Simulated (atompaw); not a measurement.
# Pseudopotential generation for carbon: PAW (atompaw), PBE

Aim: build the potential from the settings below, then test how well it stands in for the atom: scattering, ghost states and the plane-wave cutoff that it needs.

Program: atompaw 4.2.0.5. Reference atom: PBE, scalar-relativistic, spherical and spin-unpolarised. All values are calculated.

### 1 The atom and the settings

Typed settings, in words:

| Item | Value |
| --- | --- |
| element | carbon (C, Z = 6) |
| type | PAW |
| frozen core | [He] |
| valence charge | 4 |
| reference configuration | 2s2 2p2 |
| partial waves | 2s (bound): rc 1.60 bohr; 2s channel at -0.55 Ry: rc 1.60 bohr; 2p (bound): rc 1.60 bohr; 2p channel at 0.2 Ry: rc 1.60 bohr |
| local potential | vpsmatchnc scheme with l = 2 at 0.5 Ry, radius 1.45 bohr |
| core correction | smooth core density matched at 1.55 bohr |
| augmentation charge | gaussian compensation charge, radius 1.30 bohr; PAW radius 1.60 bohr; waves and projectors: custom rrkj gramschmidtortho |

### 2 The generation run

C.input reads:

```
C 6
GGA-PBE scalarrelativistic loggrid 1500 logderivrange -3 5 201
2 2 0 0 0 0
2 1 2
0 0 0
c
v
v
1
1.60 1.30 1.45 1.55
y
-0.55
n
y
0.2
n
custom rrkj gramschmidtortho gaussian
2 0.5 vpsmatchnc
1.60
1.60
1.60
1.60
PWSCFOUT
UPFDX 0.0125d0 UPFXMIN -7.d0 UPFZMESH 6.d0
END
```

Run with:

```
atompaw < C.input > C.log
```

**Question.** What will these runs give? Wanted: cutoffs for 10 and 1 mRy, occupied levels; bound ghosts; largest phase difference near zero energy, channels read; lowest eigenvalue of the overlap; share of valence orbitals outside the PAW sphere; UPF file.

As calculated:

| quantity | value |
| --- | --- |
| cutoffs for 10 and 1 mRy, occupied levels | 25 Ry and 30 Ry |
| bound ghosts | none found |
| largest phase difference near zero energy, channels read | 0.000 rad |
| lowest eigenvalue of the overlap (Bessel basis) | 0.532 (s) |
| share of valence orbitals outside the PAW sphere | 2s 41 %, 2p 49 % |
| UPF file | not written |

**Reading.** By its cutoff, 25 Ry for the looser tolerance, it is soft on the atom at that tolerance. The slowest occupied level is 2p: taken alone it needs 30 Ry to come within 1 mRy, against 15 Ry for 2s. No bound ghost shows below the valence levels. Near zero energy the phases of the channels with partial waves agree within 0.001 rad. The pseudo core plus compensation charge is negative at some radii, so no UPF file was written. All of this concerns the isolated atom, not yet a solid.
